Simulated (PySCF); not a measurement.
**A gas-phase reaction: Cl2GeH2 + F2 → Cl2FGeH + FH**

What reaction energy should one expect for `[Cl][GeH2][Cl]` + `FF` → `[F][GeH]([Cl])[Cl]` + `F`?

Programs: PySCF 2.14.0. All values are calculated, for the isolated system unless a continuum is named. Atoms count from 0, parts from 1.

## (1) Starting point

Each species was relaxed by itself at PBE0-D3(BJ)/def2-SVPD.

## (2) Energies of the species: wB97M-D3(BJ)/def2-TZVPD

The job: settings as JSON, then the geometry in Å.

```
{"job": {"kind": "react", "xc": "wB97M-D3(BJ)", "basis": "def2-TZVPD"}, "charge": 0, "multiplicity": 1}
-1 Cl2GeH2 charge 0 multiplicity 1
Cl     1.388230     1.310220    -0.723530
Ge     0.007760    -0.202120    -0.038370
Cl    -1.600570     0.791340     1.004380
H     -0.584330    -0.886930    -1.268020
H      0.741390    -1.087230     0.966730

-1 F2 charge 0 multiplicity 1
F      0.688810    -0.007360    -0.014390
F     -0.688810     0.007360     0.014390

+1 Cl2FGeH charge 0 multiplicity 1
F      0.666450     0.947380    -1.328560
Ge     0.130940     0.003920     0.024820
Cl    -1.360130     1.161400     1.022180
Cl    -0.755160    -1.761960    -0.783610
H      1.319810    -0.304510     0.923320

+1 FH charge 0 multiplicity 1
F      0.458030    -0.026170    -0.034740
H     -0.458030     0.026170     0.034740
```

With the program's defaults for keys left out, this is: wB97M-D3(BJ)/def2-TZVPD reaction energy of separated species, gas phase.

Run with:

```
OMP_NUM_THREADS=1 python cluster_run.py task.json out
```

This one command runs all jobs of the session in turn.

**Question.** The jobs that follow are: PBE0-D3(BJ)/def2-TZVPD reaction energy of separated species, gas phase; MP2/def2-TZVPD reaction energy of separated species, gas phase. Predict: reaction energy (wB97M-D3(BJ)/def2-TZVPD); ΔH, ΔG at 298 K (xTB thermal terms). Thermal terms come from harmonic xTB runs on each species.

**Answer**, as computed:

| quantity | value |
| --- | --- |
| reaction energy (wB97M-D3(BJ)/def2-TZVPD) | -142.2 kcal/mol |
| ΔH, ΔG at 298 K (xTB thermal terms) | -140.6, -140.8 kcal/mol |
| range of the reaction energy over the runs of this table | -152.4 to -141.3 kcal/mol |

What this shows: The reaction is exothermic by 140.6 kcal/mol in the gas phase; dispersion gives -0.01, and xTB itself gave -108.0 for the electronic energy (xTB energies and thermal terms come from the earlier relaxation of each species, not shown). No barrier was sought. xTB and this level differ widely in the electronic energy, so what comes from xTB (the thermal terms above all) is less safe here. The reaction energy runs from -152.4 (MP2/def2-TZVPD) to -141.3 kcal/mol (PBE0-D3(BJ)/def2-TZVPD).
